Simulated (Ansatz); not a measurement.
## SnPbSe2 and its elements: a formation energy from the elements, step by step

Program: Ansatz 0.2.0 through its Python package.

Input file `snpbse2_snpbse2.extxyz`:
```text
4
Lattice="2.1573117 1.24552449 7.0447185 -2.1573117 1.24552449 7.0447185 0.0 -2.49104898 7.0447185" Properties=species:S:1:pos:R:3 pbc="T T T"
Sn    0.00000000    0.00000000   10.56707775
Pb    0.00000000    0.00000000    0.00000000
Se    0.00000000    0.00000000   15.90471584
Se    0.00000000    0.00000000    5.22943966
```

The script reads `snpbse2_sn.cif`:
```cif
data_Sn
_cell_length_a 4.572637
_cell_length_b 4.572637
_cell_length_c 4.572637
_cell_angle_alpha 60.00000
_cell_angle_beta 60.00000
_cell_angle_gamma 60.00000
_symmetry_space_group_name_H-M 'P 1'
_symmetry_Int_Tables_number 1
loop_
_symmetry_equiv_pos_as_xyz
'x, y, z'
loop_
_atom_site_label
_atom_site_type_symbol
_atom_site_fract_x
_atom_site_fract_y
_atom_site_fract_z
Sn1 Sn    0.000000    0.000000    0.000000
Sn2 Sn    0.250000    0.250000    0.250000
```

Input file `snpbse2_pb.cif`:
```cif
data_Pb
_cell_length_a 3.500207
_cell_length_b 3.500207
_cell_length_c 3.500207
_cell_angle_alpha 60.00000
_cell_angle_beta 60.00000
_cell_angle_gamma 60.00000
_symmetry_space_group_name_H-M 'P 1'
_symmetry_Int_Tables_number 1
loop_
_symmetry_equiv_pos_as_xyz
'x, y, z'
loop_
_atom_site_label
_atom_site_type_symbol
_atom_site_fract_x
_atom_site_fract_y
_atom_site_fract_z
Pb1 Pb    0.000000    0.000000    0.000000
```

Input file `snpbse2_se.xyz`:
```text
3
Lattice="4.3662 0.0 0.0 -2.1831 3.78124012 0.0 0.0 0.0 4.9536" Properties=species:S:1:pos:R:3 pbc="T T T"
Se    0.98414148    0.00000000    1.65120000
Se   -0.49207074    0.85229152    3.30240000
Se    1.69102926    2.92894860    0.00000000
```

The cells in order, each with its output:

**Cell 1**
```python
from collections import Counter
import warnings

import ansatz as az
from ase.io import read
import numpy as np


def solve(name, crystal):
    calc = (
        crystal.calculation()
        .functional("r2SCAN")
        .basis(48 * az.Ry)
        .kpoints(spacing=0.27)
        .occupations("cold", width=0.02)
        .stress()
    )
    calc = calc.relax(force_tolerance=0.01, fix_cell=["shape"])
    return calc.run(threads=1)
```

**Cell 2**
```python
def counts(outcome):
    return Counter(site.symbol for site in outcome.lattice.sites)
```

**Cell 3**
```python
def formation_energy(outcome, mu):
    n = counts(outcome)
    return (outcome.report["energy_sigma0_ev"] - sum(k * mu[element] for element, k in n.items())) / sum(n.values())
```

**Cell 4**
```python
def volume_per_atom(outcome):
    return abs(np.linalg.det(outcome.lattice.cell_ang)) / len(outcome.lattice.sites)
```

**Cell 5**
```python
warnings.simplefilter("ignore")
```

**Cell 6**
```python
phases = {}
snpbse2 = az.Crystal.from_extxyz("snpbse2_snpbse2.extxyz")
phases["SnPbSe2"] = snpbse2
atoms = read("snpbse2_sn.cif")
sn = az.Crystal.from_ase(atoms)
phases["Sn"] = sn
atoms = read("snpbse2_pb.cif")
pb = az.Crystal.from_ase(atoms)
phases["Pb"] = pb
se = az.Crystal.from_extxyz("snpbse2_se.xyz")
phases["Se"] = se
```

**Cell 7**
```python
done = {}
for name, crystal in phases.items():
    done[name] = solve(name, crystal)
    print(f"{name}: {done[name].report['energy_sigma0_ev']:.4f} eV, {len(done[name].lattice.sites)} atoms")
```
Output:
```text
SnPbSe2: -28917.9002 eV, 4 atoms
Sn: -12077.2653 eV, 2 atoms
Pb: -11920.8718 eV, 1 atoms
Se: -16434.3790 eV, 3 atoms
```

**Cell 8**
```python
references = {"Sn": "Sn", "Pb": "Pb", "Se": "Se"}
mu = {element: done[name].report["energy_sigma0_ev"] / len(done[name].lattice.sites) for element, name in references.items()}
```

**Cell 9**
```python
target = done["SnPbSe2"]
heat = formation_energy(target, mu)
n = counts(target)
print("cell content:", dict(n), " volume", round(volume_per_atom(target), 3), "A^3/atom")
print("formation energy", round(heat, 4), "eV/atom,", round(heat * sum(n.values()), 4), "eV per cell")
print("bound against the elements" if heat < 0 else "unbound against the elements")
```
Output:
```text
cell content: {<Element.SN: 'Sn'>: 1, <Element.PB: 'Pb'>: 1, <Element.SE: 'Se'>: 2}  volume 28.377 A^3/atom
formation energy -0.5358 eV/atom, -2.1431 eV per cell
bound against the elements
```

Caveats:
- Absolute energies stand on the zero of these potentials, so only differences at equal settings mean something.
- For the metals among these phases the mesh is modest: differences between phases can be off by up to 40 meV an atom.
- Atoms and volume are relaxed with the cell's shape held, which in cells of lower than cubic symmetry can hide stresses and shift volumes.
- Spin-orbit coupling, which matters for elements this heavy, is left out.
- The cells come from databases of deposited and of computed structures, and not all need be stable phases.
- The compound is the structure given, not necessarily its lowest; energies are at zero temperature, with no correction for gases. A semilocal functional's error on such energies is often 0.05 to 0.1 eV an atom, and 0.1 to 0.3 eV against gases such as O2 or F2.
- It ran for 110 s on 1 thread of Intel(R) Xeon(R) Platinum 8488C (Sapphire Rapids) (shared host), peak memory 1.1 GiB.
